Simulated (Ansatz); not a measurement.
# C2H8B2F2: basis-set convergence

How large a basis does C2H8B2F2 need? Two functionals and correlated methods are run in growing sets.

Computed with Ansatz 0.2.0, Gaussian basis. Level: one geometry, several basis sets.

Levels to be run: PBE0-D4/def2-SVP; ωB97M-V/def2-SVP; PBE0-D4/def2-QZVPP; ωB97M-V/def2-QZVPP; CCSD(T)/cc-pV(D+d)Z; CCSD(T)/cc-pV(T+d)Z; MP2/cc-pV(Q+d)Z; the functionals' def2-TZVPP values are taken from earlier runs.

### 1 The geometry

All runs share one geometry, relaxed beforehand with PBE0-D4 in a triple-zeta def2 set.

SMILES `C[B@H-]1[F+][B@@H-](C)[F+]1`, 14 atoms, charge 0, spin multiplicity 1.

Atoms are counted from 1 here; the program's logs count them from 0.

Bond lengths: C1–B2 1.558 Å, C1–H7 1.094 Å, C1–H8 1.094 Å, C1–H9 1.093 Å, B2–F3 1.552 Å, B2–F6 1.552 Å, B2–H10 1.194 Å, F3–B4 1.552 Å, B4–C5 1.558 Å, B4–F6 1.552 Å, B4–H11 1.194 Å, C5–H12 1.093 Å, C5–H13 1.094 Å, C5–H14 1.094 Å. Angles: B2–C1–H7 110.2°, B2–C1–H8 110.3°, B2–C1–H9 113.1°, H7–C1–H8 106.7°, H7–C1–H9 108.2°, H8–C1–H9 108.2°, C1–B2–F3 112.1°, C1–B2–F6 112.1°, C1–B2–H10 123.1°, F3–B2–F6 87.4°, F3–B2–H10 108.1°, F6–B2–H10 108.2°, B2–F3–B4 92.3°, F3–B4–C5 112.1°, F3–B4–F6 87.4°, F3–B4–H11 108.2°, C5–B4–F6 112.1°, C5–B4–H11 123.1° and more.

### 2 PBE0-D4 in def2-SVP

Contents of in.yaml:

```yaml
crystal:
  periodic: [false, false, false]
  atoms:
    - {symbol: C, position_ang: [-1.490381, 1.335354, -0.625704]}
    - {symbol: B, position_ang: [-0.827926, 0.787973, 0.673869]}
    - {symbol: F, position_ang: [0.721877, 0.820248, 0.597910]}
    - {symbol: B, position_ang: [0.824887, -0.720880, 0.748572]}
    - {symbol: C, position_ang: [1.492760, -1.388035, -0.490870]}
    - {symbol: F, position_ang: [-0.724585, -0.760478, 0.669418]}
    - {symbol: H, position_ang: [-2.564260, 1.127112, -0.619758]}
    - {symbol: H, position_ang: [-1.380793, 2.422494, -0.677710]}
    - {symbol: H, position_ang: [-1.065114, 0.906022, -1.536563]}
    - {symbol: H, position_ang: [-1.153909, 1.135961, 1.768757]}
    - {symbol: H, position_ang: [1.146171, -0.964156, 1.872732]}
    - {symbol: H, position_ang: [1.071415, -1.046491, -1.439900]}
    - {symbol: H, position_ang: [1.383244, -2.475269, -0.440735]}
    - {symbol: H, position_ang: [2.566633, -1.179877, -0.500018]}
basis:
  gaussian: {orbitals: def2-SVP}
hamiltonian: {xc: pbe0, dispersion: d4}
output: {orbitals: {seedname: orbitals}}
```

Run with:

```console
$ ansatz run in.yaml --threads 2 --pin off --events-out ev --progress --plain --max-ram 22528MiB --backend cpu
```

The runs that follow: ωB97M-V in def2-SVP; PBE0-D4 in def2-QZVPP; ωB97M-V in def2-QZVPP; CCSD(T) in cc-pV(D+d)Z; CCSD(T) in cc-pV(T+d)Z; MP2 in cc-pV(Q+d)Z.

Q: Predict the results of all the runs planned. Wanted: MP2 correlation recovered, cc-pV(D+d)Z; MP2 correlation recovered, cc-pV(T+d)Z; MP2 correlation recovered, cc-pV(Q+d)Z; CCSD(T) limit from def2 sets; PBE0-D4: double and triple zeta above quadruple; ωB97M-V: double and triple zeta above quadruple.

As calculated:

| quantity | value |
| --- | --- |
| MP2 correlation recovered, cc-pV(D+d)Z | 69.5 % |
| MP2 correlation recovered, cc-pV(T+d)Z | 88.5 % |
| MP2 correlation recovered, cc-pV(Q+d)Z | 95.2 % |
| CCSD(T) limit from def2 sets (earlier runs) less the limit of this series | -11 meV |
| PBE0-D4: double and triple zeta above quadruple | 10.88, 0.48 eV |
| ωB97M-V: double and triple zeta above quadruple | 11.22, 0.45 eV |

In words: PBE0-D4 gains 10.40 eV from double to triple zeta, then 0.48 eV more. In cc-pV(D+d)Z MP2 holds 69 % of its limit, in cc-pV(Q+d)Z 95 %, while Hartree-Fock is within 0.201 eV in the largest set. A limit from the def2 sets, made apart, differs by 11 meV, a least measure of the doubt on such a limit. These are total energies; as a rule much of such shifts cancels in differences, which this series doesn't test. The LUMO of ωB97M-V is positive and keeps falling with the basis (3.12 to 1.81 eV): an unbound level that the basis holds in place.
